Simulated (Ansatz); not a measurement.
# C2H4SSi: the cost of one run

Program: Ansatz 0.2.0, Gaussian basis. Level of theory: the settings change from run to run. These are calculated values, not measurements.

## Step 1: The molecule

The geometry comes from an earlier relaxation with PBE0-D4 in a triple-zeta def2 set; it is a stationary point, not always the lowest conformer.

SMILES `SC1=C[SiH2]1`, 8 atoms, charge 0, spin multiplicity 1.

Atoms are counted from 1 here; the program's logs count them from 0.

Bond lengths: S1–C2 1.718 Å, S1–H5 1.342 Å, C2–C3 1.338 Å, C2–Si4 1.814 Å, C3–Si4 1.798 Å, C3–H6 1.082 Å, Si4–H7 1.483 Å, Si4–H8 1.483 Å. Angles: C2–S1–H5 97.3°, S1–C2–C3 135.7°, S1–C2–Si4 156.7°, C3–C2–Si4 67.6°, C2–C3–Si4 68.9°, C2–C3–H6 136.2°, Si4–C3–H6 154.9°, C2–Si4–C3 43.5°, C2–Si4–H7 120.9°, C2–Si4–H8 120.9°, C3–Si4–H7 122.3°, C3–Si4–H8 122.3°, H7–Si4–H8 111.2°.

Geometry (Å):

```xyz
8

S    -0.5939    2.1888    0.1946
C    -0.0704    0.5526    0.1944
C     0.5931   -0.2396    1.0441
Si    0.1526   -1.1260   -0.4565
H    -1.1749    2.1813   -1.0149
H     1.0335   -0.1351    2.0263
H     1.1353   -1.4006   -1.5329
H    -0.9831   -2.0784   -0.5108
```

## Step 2: CAM-B3LYP/def2-TZVP

This run has charge +1, multiplicity 2, atoms shaken by 0.08 Å, D3(BJ) with three-body dispersion, relativity set to scalar.

in.yaml reads:

```yaml
crystal:
  periodic: [false, false, false]
  atoms:
    - {symbol: S, position_ang: [-0.569992, 2.386033, 0.165319]}
    - {symbol: C, position_ang: [0.101290, 0.471846, 0.048290]}
    - {symbol: C, position_ang: [0.441079, -0.326832, 1.125247]}
    - {symbol: Si, position_ang: [0.266636, -1.163275, -0.455859]}
    - {symbol: H, position_ang: [-1.144825, 2.224148, -1.044907]}
    - {symbol: H, position_ang: [1.158818, -0.206082, 2.045212]}
    - {symbol: H, position_ang: [0.988200, -1.349637, -1.386779]}
    - {symbol: H, position_ang: [-1.049030, -2.029811, -0.509953]}
basis:
  gaussian: {orbitals: def2-TZVP}
total_charge: 1
magnetization: {spin_polarized: true, initial_magnetization: 1}
hamiltonian: {xc: {name: CAM-B3LYP}, dispersion: d3bjatm, pseudopotentials: {relativity: scalar}}
```

Command:

```sh
$ ansatz run in.yaml --threads 2 --pin off --events-out ev --progress --plain --max-ram 4352MiB
```

Q: Estimate wall time and peak memory on 2 threads of Intel Xeon at 2.50GHz, shared host.

About 23 s, with a peak of 0.52 GiB.
